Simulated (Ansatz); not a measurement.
# Ti3C2: biaxial strain in the a-b plane

The task here is to estimate one member of a computed series from the others.

Method: DFT r2SCAN, scalar-relativistic, plane waves, PAW, in Ansatz 0.2.0.

2 further runs of the same task are left out: 2 set aside as unsound or not needed.

### The structure to begin with

The structure is hexagonal, space group P6_3/mmc (No. 194). The conventional cell has a = 3.064 Å, b = 3.064 Å, c = 15.119 Å, α = 90.00°, β = 90.00°, γ = 120.00°. Around Ti (site symmetry 3m) lie 3 C at 2.06 Å. Ti (site symmetry -3m) is surrounded by 6 C at 2.19 Å. C (site symmetry 3m) is surrounded by 6 Ti at 2.06 to 2.19 Å.

Structure file:

```cif
data_structure
_symmetry_space_group_name_H-M 'P 1'
_symmetry_Int_Tables_number 1
_cell_length_a 3.0640
_cell_length_b 3.0640
_cell_length_c 15.1185
_cell_angle_alpha 90.000
_cell_angle_beta 90.000
_cell_angle_gamma 120.000
_cell_volume 122.92
loop_
_atom_site_label
_atom_site_type_symbol
_atom_site_fract_x
_atom_site_fract_y
_atom_site_fract_z
_atom_site_occupancy
Ti1 Ti 0.33333 0.66667 0.84420 1
Ti2 Ti 0.66667 0.33333 0.34420 1
Ti3 Ti 0.66667 0.33333 0.15580 1
Ti4 Ti 0.33333 0.66667 0.65580 1
Ti5 Ti 0.00000 0.00000 0.00000 1
Ti6 Ti 0.00000 0.00000 0.50000 1
C1 C 0.66667 0.33333 0.91416 1
C2 C 0.33333 0.66667 0.41416 1
C3 C 0.66667 0.33333 0.58584 1
C4 C 0.33333 0.66667 0.08584 1
```

It goes back to an entry of the Materials Project, which need not be the stable form.

This cell was relaxed beforehand with the same method: volume 12.29 Å³/atom, gap on the mesh none (metal).

The first run:

Input file input.yaml:

```yaml
crystal:
  lattice:
    - [3.0640472985, 0.0, 0.0]
    - [-1.5320236493, 2.6535427989, 0.0]
    - [0.0, 0.0, 15.1185181955]
  atoms:
    - { symbol: Ti, position: [0.3333333333, 0.6666666667, 0.8441961073] }
    - { symbol: Ti, position: [0.6666666667, 0.3333333333, 0.3441961073] }
    - { symbol: Ti, position: [0.6666666667, 0.3333333333, 0.1558038927] }
    - { symbol: Ti, position: [0.3333333333, 0.6666666667, 0.6558038927] }
    - { symbol: Ti, position: [0.0, 0.0, 0.0] }
    - { symbol: Ti, position: [0.0, 0.0, 0.5] }
    - { symbol: C, position: [0.6666666667, 0.3333333333, 0.9141626301] }
    - { symbol: C, position: [0.3333333333, 0.6666666667, 0.4141626301] }
    - { symbol: C, position: [0.6666666667, 0.3333333333, 0.5858373699] }
    - { symbol: C, position: [0.3333333333, 0.6666666667, 0.0858373699] }
basis:
  ecutwfc: 500
kpoints:
  mp_grid: { grid: [12, 12, 4] }
hamiltonian:
  xc: r2scan
scf:
  occupations: { method: gaussian, width: 0.1 }
output:
  forces: true
  stress: true
  eigenvalues: true
```

Started as:

```
> ansatz run input.yaml --threads 2 --pin off --max-ram 5120MiB --backend cpu --events-out ev --progress --plain --runs-dir out
```

Among the steps run: Reference cell for the strains; The cell strained by -2.0 %; At +2.0 %; Strain -4.0 %; Strain +4.0 %.

One of the session's tables, all rows but one given; the rest of the session is left out.

Lengths are those of the vectors of the cell that was run; stresses in GPa:

```
strain (%)  ΔE (meV/atom)  a (Å)  b (Å)   c (Å)
      -4.0           59.8  2.941  2.941  15.270
      -2.0              ?      ?      ?       ?
      +0.0            0.0  3.064  3.064  15.119
      +2.0           13.5  3.125  3.125  15.053
      +4.0           51.4  3.187  3.187  14.990
```

Estimate the missing values for strain (%) = -2.0.

Worked estimate for «ΔE (meV/atom)». A straight line through the neighbours (-4.0, 59.8) and (0.0, 0.0) gives 59.8 + (0.0 − 59.8) × (-2.0 + 4.0) / (0.0 + 4.0) = 29.9; a parabola fitted to 3 rows on both sides gives 15.4.

As computed: ΔE (meV/atom): 14.5; a (Å): 3.003; b (Å): 3.003; c (Å): 15.189. In «ΔE (meV/atom)» the line misses by +15.4 and the parabola by +0.9.

ΔE is over the unstrained cell. Stress in GPa, positive in compression, on the Cartesian axes of the input. 
